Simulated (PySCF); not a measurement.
# H6In2O2 ((H2In-mu-OH)2): the cost of one run

Computed with PySCF 2.14.0 and routines of our own; the level stands in each step. Atoms count from 0.

## 1. The starting structure

10 atoms, charge 0, multiplicity 1; geometry from: GFN2-xTB.

## 2. Optimising the geometry at PBE0-D3(BJ)/def2-SVP

What the job is given:

```
{"job": {"xc": "PBE0", "basis": "def2-SVP", "d3": "d3bj", "grid": 1, "maxiter": 30, "shake": 0.03, "kind": "geom"}, "charge": 0, "multiplicity": 1}
In     1.747600    -0.173830     0.058230
H      2.114560    -1.655680     0.500070
H      2.445450     1.304440    -0.382210
O      0.089600     0.443730     1.301200
In    -1.696930    -0.092000    -0.016820
H     -2.175360    -1.596930     0.457910
H     -2.451230     1.340550    -0.406280
O      0.057100    -0.328530    -1.342130
H     -0.017760     1.088520     2.089430
H      0.011620    -0.407020    -2.254990
```

On the command line:

```console
OMP_NUM_THREADS=1 python heavy_run.py task.json out
```

One launch serves the whole session: the jobs run in the order shown.

**Question.** How long does this first job take on 1 thread of Intel Xeon Platinum 8488C, shared host, and how much memory does it need?

About 2.3 min, with a peak of 0.44 GiB.
